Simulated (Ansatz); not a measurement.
# GeH₅ (doublet): B2PLYP, RPA-PBE over a scan of the distance Ge1–H5 along a hydrogen transfer, cc-pVTZ

How well do these functionals follow the top wave-function level for GeH₅ (doublet) over a scan of the distance Ge1–H5 along a hydrogen transfer?

Computed with Ansatz 0.2.0, Gaussian basis. Level: cc-pVTZ, all electrons in the functionals, frozen cores in the correlation of double hybrids and RPA.

Plan: B2PLYP, RPA-PBE, at 1.534 Å; 1.627 Å; 1.812 Å; 1.998 Å; 2.183 Å.

## 1. The geometry

The geometry derives from fragments relaxed apart (PBE0/def2-TZVP) and kept rigid, so it is no stationary point. A hydrogen atom is moved between rigid fragments. No spin-orbit coupling is included. The filled d shell of Ge may be among the frozen orbitals whatever the setting's name suggests; the logs give the count.

6 atoms, charge 0, spin multiplicity 2.

Atoms are counted from 1 here; the program's logs count them from 0.

Bond lengths: Ge1–H2 1.534 Å, Ge1–H3 1.534 Å, Ge1–H4 1.534 Å, Ge1–H5 1.534 Å. Angles: H2–Ge1–H3 109.5°, H2–Ge1–H4 109.5°, H2–Ge1–H5 109.5°, H3–Ge1–H4 109.5°, H3–Ge1–H5 109.5°, H4–Ge1–H5 109.5°.

No dispersion term is added.

The geometry shown and the zero of energy belong to the point 1.534 Å. The yardstick, UCCSDT(Q), and other wave-function levels (R restricted, U unrestricted, valence and pair active spaces) come from earlier runs.

## 2. B2PLYP, 1.534 Å

in.yaml reads:

```yaml
crystal:
  periodic: [false, false, false]
  atoms:
    - {symbol: Ge, position_ang: [-0.037993, 0.000000, 0.000000]}
    - {symbol: H, position_ang: [-0.549442, 1.446599, 0.000000]}
    - {symbol: H, position_ang: [-0.549442, -0.723300, 1.252791]}
    - {symbol: H, position_ang: [-0.549442, -0.723299, -1.252792]}
    - {symbol: H, position_ang: [1.496357, 0.000000, 0.000000]}
    - {symbol: H, position_ang: [2.890007, 0.000000, 0.000000]}
basis:
  gaussian: {orbitals: cc-pVTZ}
magnetization: {spin_polarized: true, initial_magnetization: 1}
hamiltonian: {xc: {name: B2PLYP}}
correlation: {electrons: outside_noble_gas}
```

Launch:

```
ansatz run in.yaml --threads 2 --pin off --events-out ev --progress --plain --max-ram 16896MiB --backend cuda --devices 0, --max-vram 18GiB
```

The program printed:

```text
Functional definition: B2PLYP
  name "B2PLYP"
  cite "Grimme, J. Chem. Phys. 124, 034108 (2006) doi:10.1063/1.2148954"
  cite "Becke, Phys. Rev. A 38, 3098 (1988) doi:10.1103/PhysRevA.38.3098"
  cite "Lee, Yang & Parr, Phys. Rev. B 37, 785 (1988) doi:10.1103/PhysRevB.37.785"
  parameter a = 0.53
  parameter c = 0.27
  exchange = (1 - a)*b88_x + a*exact_x
  correlation = (1 - c)*lyp_c + c*(mp2_os + mp2_ss)
651 factors; integrals over basis functions are off by at most 1.2e-3 eV
mean field evaluation 1: about -56584.3308 eV, gradient 7.2e0 eV
mean field evaluation 2: about -56584.3400 eV, gradient 7.1e0 eV
mean field evaluation 4: about -56584.7559 eV, gradient 1.3e0 eV
mean field evaluation 8: about -56584.7775 eV, gradient 2.5e-2 eV
mean field evaluation 16: about -56584.7775 eV, gradient 4.6e-5 eV
mean field -56584.77747978 eV, -2079.4522178423 hartree, gradient 8.0e-6 eV, S^2 0.756068; 0 other end points of the search recorded, 0 dependent functions left out
14 core orbitals not correlated: weight in the atoms' cores, before any rotation towards them, 0.999 or more for the frozen orbitals, at most 0.001 for the correlated occupied ones
reference -56584.77762402 eV, -2079.4522231429 hartree; 5, 4 occupied and 94, 95 virtual orbitals, 651 factors
second order -4.84482715 eV of doubles, -0.00000000 eV of singles
Total energy: -56586.08572735 eV, -2079.5002950537 hartree
```

Wall time 2.5 s (1 × H100 (card shared with other runs) with 2 threads of AMD EPYC 7R13, shared host); peak host memory 0.75 GiB.

From the report: ⟨S²⟩ of the determinant 0.756 (pure doublet: 0.75).

## 3. B2PLYP, 1.627 Å

in.yaml reads:

```yaml
crystal:
  periodic: [false, false, false]
  atoms:
    - {symbol: Ge, position_ang: [-0.039195, 0.000000, 0.000000]}
    - {symbol: H, position_ang: [-0.550645, 1.446599, 0.000000]}
    - {symbol: H, position_ang: [-0.550645, -0.723300, 1.252791]}
    - {symbol: H, position_ang: [-0.550645, -0.723299, -1.252792]}
    - {symbol: H, position_ang: [1.587805, 0.000000, 0.000000]}
    - {symbol: H, position_ang: [2.888805, 0.000000, 0.000000]}
basis:
  gaussian: {orbitals: cc-pVTZ}
magnetization: {spin_polarized: true, initial_magnetization: 1}
hamiltonian: {xc: {name: B2PLYP}}
correlation: {electrons: outside_noble_gas}
```

The command is unchanged.

The program printed, cut to the lines that bear on the results:

```text
Functional definition: B2PLYP
  name "B2PLYP"
  cite "Grimme, J. Chem. Phys. 124, 034108 (2006) doi:10.1063/1.2148954"
  cite "Becke, Phys. Rev. A 38, 3098 (1988) doi:10.1103/PhysRevA.38.3098"
  cite "Lee, Yang & Parr, Phys. Rev. B 37, 785 (1988) doi:10.1103/PhysRevB.37.785"
[...]
651 factors; integrals over basis functions are off by at most 1.2e-3 eV
[...]
mean field -56584.77668290 eV, -2079.4521885573 hartree, gradient 5.8e-6 eV, S^2 0.760564; 0 other end points of the search recorded, 0 dependent functions left out
14 core orbitals not correlated: weight in the atoms' cores, before any rotation towards them, 0.999 or more for the frozen orbitals, at most 0.001 for the correlated occupied ones
reference -56584.77682739 eV, -2079.4521938672 hartree; 5, 4 occupied and 94, 95 virtual orbitals, 651 factors
second order -4.91179808 eV of doubles, -0.00000000 eV of singles
Total energy: -56586.10301287 eV, -2079.5009302847 hartree
```

It took 1.8 s on 1 × H100 (card shared with other runs) with 2 threads of AMD EPYC 7R13, shared host; peak host memory 0.75 GiB.

From the report: ⟨S²⟩ of the determinant 0.761 (pure doublet: 0.75).

From 1.534 Å: -0.4 kcal/mol.

## 4. B2PLYP, 1.812 Å

in.yaml reads:

```yaml
crystal:
  periodic: [false, false, false]
  atoms:
    - {symbol: Ge, position_ang: [-0.041595, 0.000000, 0.000000]}
    - {symbol: H, position_ang: [-0.553045, 1.446599, 0.000000]}
    - {symbol: H, position_ang: [-0.553045, -0.723300, 1.252791]}
    - {symbol: H, position_ang: [-0.553045, -0.723299, -1.252792]}
    - {symbol: H, position_ang: [1.770405, 0.000000, 0.000000]}
    - {symbol: H, position_ang: [2.886405, 0.000000, 0.000000]}
basis:
  gaussian: {orbitals: cc-pVTZ}
magnetization: {spin_polarized: true, initial_magnetization: 1}
hamiltonian: {xc: {name: B2PLYP}}
correlation: {electrons: outside_noble_gas}
```

Launched as before.

The program printed, cut to the lines that bear on the results:

```text
Functional definition: B2PLYP
  name "B2PLYP"
  cite "Grimme, J. Chem. Phys. 124, 034108 (2006) doi:10.1063/1.2148954"
  cite "Becke, Phys. Rev. A 38, 3098 (1988) doi:10.1103/PhysRevA.38.3098"
  cite "Lee, Yang & Parr, Phys. Rev. B 37, 785 (1988) doi:10.1103/PhysRevB.37.785"
[...]
653 factors; integrals over basis functions are off by at most 1.3e-3 eV
[...]
mean field -56584.78050618 eV, -2079.4523290605 hartree, gradient 5.7e-6 eV, S^2 0.771279; 0 other end points of the search recorded, 0 dependent functions left out
14 core orbitals not correlated: weight in the atoms' cores, before any rotation towards them, 0.999 or more for the frozen orbitals, at most 0.001 for the correlated occupied ones
reference -56584.78065080 eV, -2079.4523343750 hartree; 5, 4 occupied and 94, 95 virtual orbitals, 653 factors
second order -5.04216605 eV of doubles, -0.00000000 eV of singles
Total energy: -56586.14203563 eV, -2079.5023643449 hartree
```

It took 2.9 s on 1 × H100 (card shared with other runs) with 2 threads of AMD EPYC 7R13, shared host; peak host memory 0.75 GiB.

From the report: ⟨S²⟩ of the determinant 0.771 (pure doublet: 0.75).

From 1.534 Å: -1.3 kcal/mol.

## 5. B2PLYP, 1.998 Å

in.yaml reads:

```yaml
crystal:
  periodic: [false, false, false]
  atoms:
    - {symbol: Ge, position_ang: [-0.044009, 0.000000, 0.000000]}
    - {symbol: H, position_ang: [-0.555459, 1.446599, 0.000000]}
    - {symbol: H, position_ang: [-0.555458, -0.723300, 1.252791]}
    - {symbol: H, position_ang: [-0.555459, -0.723299, -1.252792]}
    - {symbol: H, position_ang: [1.953991, 0.000000, 0.000000]}
    - {symbol: H, position_ang: [2.883991, 0.000000, 0.000000]}
basis:
  gaussian: {orbitals: cc-pVTZ}
magnetization: {spin_polarized: true, initial_magnetization: 1}
hamiltonian: {xc: {name: B2PLYP}}
correlation: {electrons: outside_noble_gas}
```

The command is unchanged.

The program printed, cut to the lines that bear on the results:

```text
Functional definition: B2PLYP
  name "B2PLYP"
  cite "Grimme, J. Chem. Phys. 124, 034108 (2006) doi:10.1063/1.2148954"
  cite "Becke, Phys. Rev. A 38, 3098 (1988) doi:10.1103/PhysRevA.38.3098"
  cite "Lee, Yang & Parr, Phys. Rev. B 37, 785 (1988) doi:10.1103/PhysRevB.37.785"
[...]
655 factors; integrals over basis functions are off by at most 7.6e-4 eV
[...]
mean field -56585.10210245 eV, -2079.4641475052 hartree, gradient 1.8e-6 eV, S^2 0.763565; 0 other end points of the search recorded, 0 dependent functions left out
14 core orbitals not correlated: weight in the atoms' cores, before any rotation towards them, 0.999 or more for the frozen orbitals, at most 0.001 for the correlated occupied ones
reference -56585.10225084 eV, -2079.4641529585 hartree; 5, 4 occupied and 94, 95 virtual orbitals, 655 factors
second order -5.07997299 eV of doubles, -0.00000000 eV of singles
Total energy: -56586.47384355 eV, -2079.5145580608 hartree
```

It took 1.4 s on 1 × H100 (card shared with other runs) with 2 threads of AMD EPYC 7R13, shared host; peak host memory 0.75 GiB.

From the report: ⟨S²⟩ of the determinant 0.764 (pure doublet: 0.75).

From 1.534 Å: -9.0 kcal/mol.

## 6. B2PLYP, 2.183 Å

in.yaml reads:

```yaml
crystal:
  periodic: [false, false, false]
  atoms:
    - {symbol: Ge, position_ang: [-0.046409, 0.000000, 0.000000]}
    - {symbol: H, position_ang: [-0.557859, 1.446599, 0.000000]}
    - {symbol: H, position_ang: [-0.557859, -0.723300, 1.252791]}
    - {symbol: H, position_ang: [-0.557859, -0.723299, -1.252792]}
    - {symbol: H, position_ang: [2.136591, 0.000000, 0.000000]}
    - {symbol: H, position_ang: [2.881591, 0.000000, 0.000000]}
basis:
  gaussian: {orbitals: cc-pVTZ}
magnetization: {spin_polarized: true, initial_magnetization: 1}
hamiltonian: {xc: {name: B2PLYP}}
correlation: {electrons: outside_noble_gas}
```

Same command.

The program printed, cut to the lines that bear on the results:

```text
Functional definition: B2PLYP
  name "B2PLYP"
  cite "Grimme, J. Chem. Phys. 124, 034108 (2006) doi:10.1063/1.2148954"
  cite "Becke, Phys. Rev. A 38, 3098 (1988) doi:10.1103/PhysRevA.38.3098"
  cite "Lee, Yang & Parr, Phys. Rev. B 37, 785 (1988) doi:10.1103/PhysRevB.37.785"
[...]
647 factors; integrals over basis functions are off by at most 1.2e-3 eV
[...]
mean field -56585.43348392 eV, -2079.4763255498 hartree, gradient 6.2e-6 eV, S^2 0.754736; 0 other end points of the search recorded, 0 dependent functions left out
14 core orbitals not correlated: weight in the atoms' cores, before any rotation towards them, 0.999 or more for the frozen orbitals, at most 0.001 for the correlated occupied ones
reference -56585.43363798 eV, -2079.4763312111 hartree; 5, 4 occupied and 94, 95 virtual orbitals, 647 factors
second order -4.99871972 eV of doubles, -0.00000000 eV of singles
Total energy: -56586.78329230 eV, -2079.5259300927 hartree
```

Wall time 1.8 s (1 × H100 (card shared with other runs) with 2 threads of AMD EPYC 7R13, shared host); peak host memory 0.75 GiB.

From the report: ⟨S²⟩ of the determinant 0.755 (pure doublet: 0.75).

From 1.534 Å: -16.1 kcal/mol.

## 7. RPA-PBE, 1.534 Å

in.yaml reads:

```yaml
crystal:
  periodic: [false, false, false]
  atoms:
    - {symbol: Ge, position_ang: [-0.037993, 0.000000, 0.000000]}
    - {symbol: H, position_ang: [-0.549442, 1.446599, 0.000000]}
    - {symbol: H, position_ang: [-0.549442, -0.723300, 1.252791]}
    - {symbol: H, position_ang: [-0.549442, -0.723299, -1.252792]}
    - {symbol: H, position_ang: [1.496357, 0.000000, 0.000000]}
    - {symbol: H, position_ang: [2.890007, 0.000000, 0.000000]}
basis:
  gaussian: {orbitals: cc-pVTZ}
magnetization: {spin_polarized: true, initial_magnetization: 1}
hamiltonian: {xc: {name: PBE}}
correlation: {method: rpa, electrons: outside_noble_gas}
```

Same command.

The program printed, cut to the lines that bear on the results:

```text
Functional definition: PBE
  name "PBE"
  cite "Perdew, Burke & Ernzerhof, Phys. Rev. Lett. 77, 3865 (1996) doi:10.1103/PhysRevLett.77.3865"
  parent pbe
[...]
651 factors; integrals over basis functions are off by at most 1.2e-3 eV
[...]
mean field -56588.65252274 eV, -2079.5946230444 hartree, gradient 1.3e-6 eV, S^2 0.752899; 0 other end points of the search recorded, 0 dependent functions left out
14 core orbitals not correlated: weight in the atoms' cores, before any rotation towards them, 0.998 or more for the frozen orbitals, at most 0.001 for the correlated occupied ones
reference -56549.93088482 eV, -2078.1716290971 hartree; 5, 4 occupied and 94, 95 virtual orbitals, 651 factors
Total energy: -56558.89252986 eV, -2078.5009634781 hartree
```

It took 2.1 s on 1 × H100 (card shared with other runs) with 2 threads of AMD EPYC 7R13, shared host; peak host memory 0.84 GiB.

From the report: ⟨S²⟩ of the determinant 0.753 (pure doublet: 0.75).

## 8. RPA-PBE, 1.627 Å

in.yaml reads:

```yaml
crystal:
  periodic: [false, false, false]
  atoms:
    - {symbol: Ge, position_ang: [-0.039195, 0.000000, 0.000000]}
    - {symbol: H, position_ang: [-0.550645, 1.446599, 0.000000]}
    - {symbol: H, position_ang: [-0.550645, -0.723300, 1.252791]}
    - {symbol: H, position_ang: [-0.550645, -0.723299, -1.252792]}
    - {symbol: H, position_ang: [1.587805, 0.000000, 0.000000]}
    - {symbol: H, position_ang: [2.888805, 0.000000, 0.000000]}
basis:
  gaussian: {orbitals: cc-pVTZ}
magnetization: {spin_polarized: true, initial_magnetization: 1}
hamiltonian: {xc: {name: PBE}}
correlation: {method: rpa, electrons: outside_noble_gas}
```

The command is unchanged.

The program printed, cut to the lines that bear on the results:

```text
Functional definition: PBE
  name "PBE"
  cite "Perdew, Burke & Ernzerhof, Phys. Rev. Lett. 77, 3865 (1996) doi:10.1103/PhysRevLett.77.3865"
  parent pbe
[...]
651 factors; integrals over basis functions are off by at most 1.2e-3 eV
[...]
mean field -56588.71633147 eV, -2079.5969679718 hartree, gradient 6.3e-7 eV, S^2 0.754261; 0 other end points of the search recorded, 0 dependent functions left out
14 core orbitals not correlated: weight in the atoms' cores, before any rotation towards them, 0.998 or more for the frozen orbitals, at most 0.001 for the correlated occupied ones
reference -56549.84457097 eV, -2078.1684571216 hartree; 5, 4 occupied and 94, 95 virtual orbitals, 651 factors
Total energy: -56558.91451413 eV, -2078.5017713850 hartree
```

It took 2.5 s on 1 × H100 (card shared with other runs) with 2 threads of AMD EPYC 7R13, shared host; peak host memory 0.84 GiB.

From the report: ⟨S²⟩ of the determinant 0.754 (pure doublet: 0.75).

From 1.534 Å: -0.5 kcal/mol.

## 9. RPA-PBE, 1.812 Å

in.yaml reads:

```yaml
crystal:
  periodic: [false, false, false]
  atoms:
    - {symbol: Ge, position_ang: [-0.041595, 0.000000, 0.000000]}
    - {symbol: H, position_ang: [-0.553045, 1.446599, 0.000000]}
    - {symbol: H, position_ang: [-0.553045, -0.723300, 1.252791]}
    - {symbol: H, position_ang: [-0.553045, -0.723299, -1.252792]}
    - {symbol: H, position_ang: [1.770405, 0.000000, 0.000000]}
    - {symbol: H, position_ang: [2.886405, 0.000000, 0.000000]}
basis:
  gaussian: {orbitals: cc-pVTZ}
magnetization: {spin_polarized: true, initial_magnetization: 1}
hamiltonian: {xc: {name: PBE}}
correlation: {method: rpa, electrons: outside_noble_gas}
```

Same command.

The program printed, cut to the lines that bear on the results:

```text
Functional definition: PBE
  name "PBE"
  cite "Perdew, Burke & Ernzerhof, Phys. Rev. Lett. 77, 3865 (1996) doi:10.1103/PhysRevLett.77.3865"
  parent pbe
[...]
653 factors; integrals over basis functions are off by at most 1.3e-3 eV
[...]
mean field -56588.83079520 eV, -2079.6011744364 hartree, gradient 2.3e-6 eV, S^2 0.756234; 0 other end points of the search recorded, 0 dependent functions left out
14 core orbitals not correlated: weight in the atoms' cores, before any rotation towards them, 0.998 or more for the frozen orbitals, at most 0.001 for the correlated occupied ones
reference -56549.72103581 eV, -2078.1639172884 hartree; 5, 4 occupied and 94, 95 virtual orbitals, 653 factors
Total energy: -56558.97679903 eV, -2078.5040603130 hartree
```

Run time: 2.4 s. Hardware: 1 × H100 (card shared with other runs) with 2 threads of AMD EPYC 7R13, shared host; peak host memory 0.84 GiB.

From the report: ⟨S²⟩ of the determinant 0.756 (pure doublet: 0.75).

From 1.534 Å: -1.9 kcal/mol.

## 10. RPA-PBE, 1.998 Å

in.yaml reads:

```yaml
crystal:
  periodic: [false, false, false]
  atoms:
    - {symbol: Ge, position_ang: [-0.044009, 0.000000, 0.000000]}
    - {symbol: H, position_ang: [-0.555459, 1.446599, 0.000000]}
    - {symbol: H, position_ang: [-0.555458, -0.723300, 1.252791]}
    - {symbol: H, position_ang: [-0.555459, -0.723299, -1.252792]}
    - {symbol: H, position_ang: [1.953991, 0.000000, 0.000000]}
    - {symbol: H, position_ang: [2.883991, 0.000000, 0.000000]}
basis:
  gaussian: {orbitals: cc-pVTZ}
magnetization: {spin_polarized: true, initial_magnetization: 1}
hamiltonian: {xc: {name: PBE}}
correlation: {method: rpa, electrons: outside_noble_gas}
```

The command is unchanged.

The program printed, cut to the lines that bear on the results:

```text
Functional definition: PBE
  name "PBE"
  cite "Perdew, Burke & Ernzerhof, Phys. Rev. Lett. 77, 3865 (1996) doi:10.1103/PhysRevLett.77.3865"
  parent pbe
[...]
655 factors; integrals over basis functions are off by at most 7.6e-4 eV
[...]
mean field -56589.12600676 eV, -2079.6120232611 hartree, gradient 3.2e-6 eV, S^2 0.754161; 0 other end points of the search recorded, 0 dependent functions left out
14 core orbitals not correlated: weight in the atoms' cores, before any rotation towards them, 0.998 or more for the frozen orbitals, at most 0.001 for the correlated occupied ones
reference -56550.07780189 eV, -2078.1770282001 hartree; 5, 4 occupied and 94, 95 virtual orbitals, 655 factors
Total energy: -56559.33541837 eV, -2078.5172393306 hartree
```

Wall time 2.4 s (1 × H100 (card shared with other runs) with 2 threads of AMD EPYC 7R13, shared host); peak host memory 0.84 GiB.

From the report: ⟨S²⟩ of the determinant 0.754 (pure doublet: 0.75).

From 1.534 Å: -10.2 kcal/mol.

## 11. RPA-PBE, 2.183 Å

in.yaml reads:

```yaml
crystal:
  periodic: [false, false, false]
  atoms:
    - {symbol: Ge, position_ang: [-0.046409, 0.000000, 0.000000]}
    - {symbol: H, position_ang: [-0.557859, 1.446599, 0.000000]}
    - {symbol: H, position_ang: [-0.557859, -0.723300, 1.252791]}
    - {symbol: H, position_ang: [-0.557859, -0.723299, -1.252792]}
    - {symbol: H, position_ang: [2.136591, 0.000000, 0.000000]}
    - {symbol: H, position_ang: [2.881591, 0.000000, 0.000000]}
basis:
  gaussian: {orbitals: cc-pVTZ}
magnetization: {spin_polarized: true, initial_magnetization: 1}
hamiltonian: {xc: {name: PBE}}
correlation: {method: rpa, electrons: outside_noble_gas}
```

Same command.

The program printed, cut to the lines that bear on the results:

```text
Functional definition: PBE
  name "PBE"
  cite "Perdew, Burke & Ernzerhof, Phys. Rev. Lett. 77, 3865 (1996) doi:10.1103/PhysRevLett.77.3865"
  parent pbe
[...]
647 factors; integrals over basis functions are off by at most 1.2e-3 eV
[...]
mean field -56589.31994679 eV, -2079.6191504259 hartree, gradient 1.2e-6 eV, S^2 0.752308; 0 other end points of the search recorded, 0 dependent functions left out
14 core orbitals not correlated: weight in the atoms' cores, before any rotation towards them, 0.998 or more for the frozen orbitals, at most 0.001 for the correlated occupied ones
reference -56550.53497338 eV, -2078.1938289424 hartree; 5, 4 occupied and 94, 95 virtual orbitals, 647 factors
Total energy: -56559.66787402 eV, -2078.5294568505 hartree
```

Run time: 2.3 s. Hardware: 1 × H100 (card shared with other runs) with 2 threads of AMD EPYC 7R13, shared host; peak host memory 0.83 GiB.

From the report: ⟨S²⟩ of the determinant 0.752 (pure doublet: 0.75).

From 1.534 Å: -17.9 kcal/mol.

## 12. Against the wave-function levels

The yardstick is UCCSDT(Q), where the cluster series has nearly closed. It comes from earlier runs at the same points. Energies in kcal/mol, counted from 1.534 Å; blanks weren't run or aren't comparable.

| level | 1.534 Å | 1.627 Å | 1.812 Å | 1.998 Å | 2.183 Å |
| --- | --- | --- | --- | --- | --- |
| UCCSDT(Q) | 0.0 | -0.3 | -1.0 | -9.0 | -16.5 |
| B2PLYP | 0.0 | -0.4 | -1.3 | -9.0 | -16.1 |
| RPA-PBE | 0.0 | -0.5 | -1.9 | -10.2 | -17.9 |

Largest miss and mean time a point (UCCSDT(Q) took 11 s a point; shared hosts):

```csv
level,largest miss (kcal/mol),where,time a point
B2PLYP,+0.4,2.183 Å,2.1 s
RPA-PBE,-1.3,2.183 Å,2.3 s
```

## 13. Results

| quantity | value |
| --- | --- |
| span of the UCCSDT(Q) curve | 16.5 kcal/mol |
| largest miss, B2PLYP | +0.4 kcal/mol (2.183 Å) |
| largest miss, RPA-PBE | -1.3 kcal/mol (2.183 Å) |

Of the functionals, B2PLYP keep the smallest largest miss at the points compared (at most 0.4 kcal/mol) and RPA-PBE strays most (1.3 kcal/mol, at 2.183 Å). Functionals and the yardstick converge differently with the basis, so part of each miss in cc-pVTZ is the basis.
